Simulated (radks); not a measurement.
# Excited configurations of As

One table from this session's results is given with a row withheld; the runs are named, their logs left out.

The numbers are computed with radks (a radial shooting solver on a logarithmic mesh, Libxc functionals) version 1 (Dirac Kohn-Sham, BLYP, spin-unpolarised, spherical densities, finite nucleus; open shells fill j = l - 1/2 first), except any that are marked as measured or tabulated.

3 further runs of the same task are left out: 3 that didn't finish.

## The system

| Item | Value |
| --- | --- |
| element | arsenic (Z = 33) |
| charge | 0 |
| electrons | 33 |
| configuration | [Ar] 3d10 4s2 4p3 |
| nuclear rms radius | 4.0968 fm |

Set-up of the first run:

Settings of this run:

```text
Z 33
configuration [Ar] 3d10 4s2 4p3
relativity Dirac
functional b88,lyp
spin unpolarised
j_filling energy
nucleus finite rms 4.0968 fm
c 137.035999084
```

Among the steps run: Ground configuration: [Ar] 3d10 4s2 4p3.

One of the session's tables, all rows but one given; the rest of the session is left out.

It belongs to the step «Ground configuration: [Ar] 3d10 4s2 4p3». Sizes of the orbitals, from the radial functions (bohr):

```
level     <r>  outermost maximum (interpolated)  90 % within  nodes
3s1/2  0.5983                             0.522        0.894      2
3p1/2       ?                                 ?            ?      ?
3p3/2  0.6208                             0.524        0.953      1
3d3/2  0.6761                             0.475         1.13      0
3d5/2  0.6809                             0.477         1.14      0
4s1/2   1.935                              1.61         2.92      3
4p1/2   2.535                              1.95         3.99      2
4p3/2   2.593                              1.99         4.09      2
```

**Question.** Estimate the row for 3p1/2.

**Answer.** <r>: 0.6101; outermost maximum (interpolated): 0.515; 90 % within: 0.937; nodes: 1. In the column «<r>» it lies between 3s1/2 (0.5983) and 3p3/2 (0.6208).

Limits of these values: Spin polarisation and multiplet splitting are left out, so open shells lie too high by an amount that depends on their filling.
